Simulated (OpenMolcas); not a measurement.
# Cu2H2 ((CuH)2 ring): HF/ANO-L-VDZP (PCM methylenechloride, population LoProp)

Aim: the vertical ionisation energy of Cu2H2 ((CuH)2 ring) at HF/ANO-L-VDZP (PCM methylenechloride, population LoProp), from 2 runs. 

The results are computed with OpenMolcas 26.06.

10 further runs of the same task are left out: 6 that didn't finish, 4 set aside as unsound or not needed.

## (1) The system as given

The species is Cu2H2 (4 atoms), meant as a singlet with charge 0. The shape comes from GFN1-xTB, which is rough for such elements, and wasn't checked as a minimum.

Bond lengths: Cu1–Cu3 2.237 Å, Cu1–H2 1.714 Å, H2–Cu3 1.718 Å, Cu1–H4 1.718 Å, Cu3–H4 1.714 Å. Angles: Cu1–H2–Cu3 81.3°, Cu1–H4–Cu3 81.3°, Cu1–Cu3–H2 49.3°, Cu1–Cu3–H4 49.4°, Cu3–Cu1–H4 49.3°, H2–Cu1–Cu3 49.4°, H2–Cu3–H4 98.7°, H2–Cu1–H4 98.7°.

## (2) The charge distribution at HF/ANO-L-VDZP (PCM methylenechloride, population LoProp)

The input, calc.inp:

```
&gateway
 coord
 4
 bohr
 Cu    -1.52912859    -0.10947183     1.45431433
 H      0.86549457     2.03814521     1.07104008
 Cu     1.52748452     0.11085133    -1.45639303
 H     -0.86385050    -2.03952471    -1.06896138
 basis
 ANO-L-VDZP
 group
 NoSym
 rf-input
 PCM-Model
 Solvent=methylenechloride
 End of RF-Input

&seward

&scf
 prorbitals
 1 2

&loprop
 nofield

&localisation
 pipek-mezey
```

Command:

```sh
export MOLCAS_MEM=1860
pymolcas calc.inp > calc.log
```

The program printed:

```text
--- Start Module: gateway ---
[...]
--- Stop Module: gateway /rc=_RC_ALL_IS_WELL_ ---
[...]
      Basis functions           78
[...]
       Convergence after  12 Iterations
[...]
::    Total SCF energy                              -3279.0791597420
[...]
      Total spin, S                                     0.0000000000
[...]
      Total electronic charge=   60.000000
      Total            charge=   -0.000000
[...]
      Dipole Moment (debye):
      Origin of the operator (angstrom)=   -0.0004    0.0004   -0.0005
                   X=  1.7071E-02               Y=  3.4410E-02               Z=  1.9554E-02           Total=  4.3102E-02
      Quadrupole Moment (debye*angstrom):
[...]
--- Start Module: loprop ---
[...]
--- Stop Module: loprop /rc=_RC_ALL_IS_WELL_ ---
--- Start Module: localisation ---
[...]
--- Stop Module: localisation /rc=_RC_ALL_IS_WELL_ ---
[...]
```

It took 23 s on 1 thread of Arm Neoverse V1, shared host; peak memory 0.44 GiB.

Atomic charges (e):

```tsv
atom	Mulliken	program's own
Cu1	+0.412	+0.548
H2	-0.408	-0.546
Cu3	+0.413	+0.549
H4	-0.417	-0.551
```

## (3) The doublet cation, same level

The input, calc.input:

```
&GATEWAY
 Coord
 4
 bohr
 Cu    -1.52912859    -0.10947183     1.45431433
 H      0.86549457     2.03814521     1.07104008
 Cu     1.52748452     0.11085133    -1.45639303
 H     -0.86385050    -2.03952471    -1.06896138
 Basis=ANO-L-VDZP
 Group=NoSym
 RF-Input
 PCM-Model
 Solvent=methylenechloride
 End of RF-Input

&SEWARD

&SCF
 UHF
 Charge=1
 Spin=2
 PrOrbitals=1 2

&LOPROP
 NoField
```

Command:

```sh
export MOLCAS_MEM=1860
pymolcas calc.input > calc.log
```

The program printed:

```text
--- Start Module: gateway ---
[...]
--- Stop Module: gateway /rc=_RC_ALL_IS_WELL_ ---
[...]
      Basis functions           78
[...]
--- Start Module: scf ---
[...]
       Convergence after  20 Iterations
[...]
::    Total SCF energy                              -3278.9195871214
[...]
      Total spin, S                                     0.5221260334
[...]
      Total electronic charge=   59.000000
      Total            charge=    1.000000
[...]
      Dipole Moment (debye):
      Origin of the operator (angstrom)=   -0.0004    0.0004   -0.0005
                   X=  7.2751E-02               Y=  1.5225E-01               Z=  8.7883E-02           Total=  1.9025E-01
      Center of Charge (angstrom)
[...]
--- Stop Module: scf /rc=_RC_ALL_IS_WELL_ ---
[...]
--- Start Module: loprop ---
[...]
--- Stop Module: loprop /rc=_RC_ALL_IS_WELL_ ---
[...]
```

Run time: 28 s. Hardware: 1 thread of Arm Neoverse V1, shared host; peak memory 0.44 GiB.

Atomic charges (e):

```tsv
atom	Mulliken	program's own
Cu1	+0.460	+0.622
H2	+0.053	-0.111
Cu3	+0.460	+0.622
H4	+0.028	-0.134
```

## (4) Results

At HF/ANO-L-VDZP (PCM methylenechloride, population LoProp):

| quantity | value |
| --- | --- |
| singlet Cu2H2: total energy | -3279.07916 Eh |
| singlet Cu2H2: dipole moment | 0.04 D |
| singlet Cu2H2: HOMO energy | -7.97 eV |
| singlet Cu2H2: LUMO energy | 1.94 eV |
| singlet Cu2H2: HOMO–LUMO gap | 9.92 eV |
| doublet cation: total energy | -3278.91959 Eh |
| doublet cation: HOMO energy (highest over α and β) | -10.83 eV |
| doublet cation: LUMO energy (lowest over α and β) | -0.85 eV |
| doublet cation: ⟨S²⟩ | 0.795 |
| vertical ionisation energy (to the doublet cation) | 4.342 eV |

What this shows: The vertical ionisation energy comes to 4.34 eV (100 kcal/mol). The continuum is in equilibrium with both charges, so this lies below a true vertical value in solution, where the slow polarisation stays frozen. −ε(HOMO) before ionisation, 7.97 eV, is 3.63 eV above this ionisation energy.
